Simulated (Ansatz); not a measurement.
# TiSi4Mo: the cost of one run

Program: Ansatz 0.2.0. Level of theory: DFT PBE, scalar-relativistic, plane waves, PAW. These are calculated values, not measurements.

**1. The starting structure**

Symmetry: Cmmm, No. 65, orthorhombic system. Conventional cell: a = 4.574 Å, b = 8.022 Å, c = 4.543 Å, α = 90.00°, β = 90.00°, γ = 90.00°. Ti (site symmetry mmm) is surrounded by 10 Si at 2.63 to 2.66 Å. Around Si (site symmetry m2m) lie 5 Si at 2.62 to 2.72 Å and 2 Mo at 2.65 Å and 3 Ti at 2.65 to 2.66 Å. Si (site symmetry m2m) has 5 Si at 2.63 to 2.66 Å and 2 Ti at 2.63 Å and 3 Mo at 2.64 to 2.68 Å in its first shell of neighbours. Around Mo (site symmetry mmm) lie 10 Si at 2.64 to 2.68 Å.

Coordinates:

```
CELL_PARAMETERS angstrom
2.28688 -4.01088 0.00000
2.28688 4.01088 0.00000
0.00000 0.00000 4.54319
ATOMIC_POSITIONS crystal
Ti 0.00000 0.00000 0.00000
Si 0.33023 0.66977 0.00000
Si 0.83467 0.16533 0.50000
Si 0.66977 0.33023 0.00000
Si 0.16533 0.83467 0.50000
Mo 0.50000 0.50000 0.50000
```

The cell was relaxed beforehand at this level, from a generated guess; it needn't be the stable form of this composition. At a tolerance of 0.05 Å it has space group Cmmm (No. 65); it has 13.89 Å³/atom, an uncorrected energy of -0.44 eV/atom over the elements.

**2. Bands, states and charges**

input.yaml

```yaml
crystal:
  lattice:
    - [2.2868841, -4.0108781, 0.0]
    - [2.2868841, 4.0108781, 0.0]
    - [0.0, 0.0, 4.5431851]
  atoms:
    - { symbol: Ti, position: [0.0, 0.0, 0.0] }
    - { symbol: Si, position: [0.330232, 0.669768, 0.0] }
    - { symbol: Si, position: [0.83467, 0.16533, 0.5] }
    - { symbol: Si, position: [0.669768, 0.330232, 0.0] }
    - { symbol: Si, position: [0.16533, 0.83467, 0.5] }
    - { symbol: Mo, position: [0.5, 0.5, 0.5] }
basis:
  ecutwfc: 420
kpoints:
  mp_grid: { grid: [10, 10, 8] }
  band_path:
    path:
      - [[0.0, 0.0, 0.0], [-0.5, 0.5, 0.0], [-0.33127358, 0.66872642, 0.0]]
      - [[0.33127358, 0.33127358, 0.0], [0.0, 0.0, 0.0], [0.0, 0.0, 0.5], [0.33127358, 0.33127358, 0.5]]
      - [[-0.33127358, 0.66872642, 0.5], [-0.5, 0.5, 0.5], [-0.5, 0.5, 0.0]]
      - [[0.0, 0.0, 0.0], [0.0, 0.5, 0.0], [0.0, 0.5, 0.5], [0.0, 0.0, 0.5], [-0.5, 0.5, 0.5]]
    npoints: 14
hamiltonian:
  xc: pbe
scf:
  occupations: { method: gaussian, width: 0.1 }
  n_extra_bands: 15
output:
  forces: true
  stress: true
  eigenvalues: true
  populations: true
  dos: { projected: true, de: 0.02, nscf_kmesh: { grid: [12, 12, 10] } }
  bader: true
  write_density: true
  write_potential: true
  elf: true
  volumetric_format: npy
```

Started as:

```console
> ansatz run input.yaml --threads 4 --pin off --max-ram 8192MiB --backend cpu --events-out ev --progress --plain --runs-dir out
```

Q: Estimate wall time and peak memory on 4 threads of Intel Xeon 6975P-C (Granite Rapids), shared host.

About 19 s, with a peak of 0.8 GiB.
